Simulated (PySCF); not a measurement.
# C3H6BrFO: the cost of one run

Programs: PySCF 2.14.0, with routines of our own; each step states its level. All values are computed. Atoms count from 0.

## 1. The starting structure

12 atoms, charge 0, multiplicity 1; geometry from: GFN2-xTB.

## 2. Optimising the geometry at PBE0-D3(BJ)/def2-SVP

What the job is given:

```
{"job": {"xc": "PBE0", "basis": "def2-SVP", "d3": "d3bj", "grid": 1, "kind": "geom"}, "charge": 0, "multiplicity": 1}
C      1.182281     0.031552    -0.653473
C      0.229041     0.107022     0.538071
O     -0.072687     1.418589     0.903581
C     -1.035409    -0.720579     0.260264
F     -1.787181    -0.863335     1.372842
Br    -2.151437     0.157407    -1.095701
H      0.703041     0.415818    -1.552846
H      2.059161     0.638291    -0.443736
H      1.498530    -0.992729    -0.830520
H      0.698542    -0.335067     1.426468
H     -0.518739     1.863819     0.168505
H     -0.803942    -1.721475    -0.119480
```

Command:

```sh
> OMP_NUM_THREADS=1 python excited_run.py task.json out
```

The driver reads the jobs from task.json and runs them one after another.

**Question.** How long does this first job take on 1 thread of Arm Neoverse V2, shared host, and how much memory does it need?

About 39 s, with a peak of 0.62 GiB.
